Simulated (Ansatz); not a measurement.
**SnIF₃: basis-set convergence**

An exercise on one series of results from a longer session: the logs are not shown, and one member is left open.

Computed with Ansatz 0.2.0, Gaussian basis. Level: one geometry, several basis sets.

Levels to be run: PBE0-D4/def2-SVP; ωB97M-V/def2-SVP; PBE0-D4/def2-QZVPP; ωB97M-V/def2-QZVPP; the functionals' def2-TZVPP values are taken from earlier runs.

**The relaxed structure**

The geometry comes from an earlier relaxation with PBE0-D4 in a triple-zeta def2 set; it is a stationary point. Sn, I take the def2 core potential; no spin-orbit term is included.

SMILES `[F][Sn]([F])([F])[I]`, 5 atoms, charge 0, spin multiplicity 1.

Atoms are counted from 1 here; the program's logs count them from 0.

Bond lengths: F1–Sn2 1.888 Å, Sn2–F3 1.888 Å, Sn2–F4 1.888 Å, Sn2–I5 2.606 Å. Angles: F1–Sn2–F3 105.6°, F1–Sn2–F4 105.6°, F1–Sn2–I5 113.1°, F3–Sn2–F4 105.6°, F3–Sn2–I5 113.1°, F4–Sn2–I5 113.1°.

The first run:

in.yaml

```yaml
crystal:
  periodic: [false, false, false]
  atoms:
    - {symbol: F, position_ang: [-0.839576, -0.546953, 1.628229]}
    - {symbol: Sn, position_ang: [0.015804, -0.088915, 0.008563]}
    - {symbol: F, position_ang: [1.802238, -0.670526, 0.196058]}
    - {symbol: F, position_ang: [-0.747943, -1.211174, -1.303686]}
    - {symbol: I, position_ang: [-0.180622, 2.443969, -0.570564]}
basis:
  gaussian: {orbitals: def2-SVP}
hamiltonian: {xc: pbe0, dispersion: d4}
output: {orbitals: {seedname: orbitals}}
```

Steps of the session up to this table: PBE0-D4 in def2-SVP; ωB97M-V in def2-SVP; PBE0-D4 in def2-QZVPP; ωB97M-V in def2-QZVPP.

One of the session's tables, all rows but one given; the rest of the session is left out.

It belongs to the step «Density functionals: the series». 

```
functional       basis  HOMO (eV)  LUMO (eV)
   PBE0-D4    def2-SVP          ?          ?
   PBE0-D4  def2-TZVPP      -9.10      -3.49
   PBE0-D4  def2-QZVPP      -9.10      -3.49
   ωB97M-V    def2-SVP     -11.16      -1.33
   ωB97M-V  def2-TZVPP     -11.25      -1.46
   ωB97M-V  def2-QZVPP     -11.26      -1.51
```

Q: Estimate the row for PBE0-D4, def2-SVP from the others.

The run gave: HOMO (eV): -9.03; LUMO (eV): -3.42. In the column «HOMO (eV)» it is the highest.
